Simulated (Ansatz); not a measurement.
# Gd: a single-point run

Wanted: a converged single-point run for Gd, and a check of what comes out. The structure is shown as the input types it.

Method: DFT, PBE+U, all-electron PAW with datasets made for the crystal, scalar-relativistic (as first typed), in Ansatz 0.2.0.

### Step 1. The system as given

It takes space group P-3m1 (No. 164, trigonal). The conventional cell has a = 3.656 Å, b = 3.656 Å, c = 11.780 Å, α = 90.00°, β = 90.00°, γ = 120.00°. Gd (site symmetry -3m) is surrounded by 12 Gd at 3.60 to 3.66 Å. Gd (site symmetry -3m) is surrounded by 12 Gd at 3.64 to 3.66 Å. Gd (site symmetry 3m) has 12 Gd at 3.60 to 3.66 Å as nearest neighbours.

As a file:

```
CELL_PARAMETERS angstrom
3.65552 0.00000 0.00000
-1.82776 3.16577 0.00000
0.00000 0.00000 11.77961
ATOMIC_POSITIONS crystal
Gd 0.00000 0.00000 0.00000
Gd 0.00000 0.00000 0.50000
Gd 0.33333 0.66667 0.24808
Gd 0.66667 0.33333 0.75192
```

### Step 2. The calculation

Contents of input.yaml:

```yaml
crystal:
  lattice:
    - [3.6555206459, 0.0, 0.0]
    - [-1.827760323, 3.1657737434, 0.0]
    - [0.0, 0.0, 11.77960696]
  atoms:
    - { symbol: Gd, position: [0.0, 0.0, 0.0], spin: 7.0 }
    - { symbol: Gd, position: [0.0, 0.0, 0.5], spin: -7.0 }
    - { symbol: Gd, position: [0.3333333333, 0.6666666667, 0.24808348], spin: 7.0 }
    - { symbol: Gd, position: [0.6666666667, 0.3333333333, 0.75191652], spin: 7.0 }
magnetization:
  spin_polarized: true
kpoints:
  mp_grid: { grid: [9, 9, 3] }
scf:
  occupations: { method: fermi_dirac, width: 0.05 }
hamiltonian:
  xc: pbe
  pseudopotentials: { kind: all_electron, datasets: crystal }
  hubbard: { sites: [{ species: Gd, l: f, u_eff: 4 }] }
output:
  forces: true
  stress: true
  eigenvalues: true
  hubbard: { sites: [{ species: Gd, l: f }] }
```

The run is started by

```console
$ ansatz run input.yaml --threads 2 --pin off --max-ram 6144MiB --backend cpu --events-out ev --progress --plain --runs-dir out
```

**Question.** How will this run end, and is anything wrong with its input?

The run ended at the input check. Its message: «2 input errors — fix all and re-run 2. hamiltonian.pseudopotentials.datasets: crystal with hamiltonian.hubbard without hamiltonian.hubbard.projectors: augmentation-sphere ...»

The suspect setting: hamiltonian.pseudopotentials.datasets is crystal. The program refuses this combination of settings.

What to do: delete hamiltonian.pseudopotentials.datasets (the default then holds).
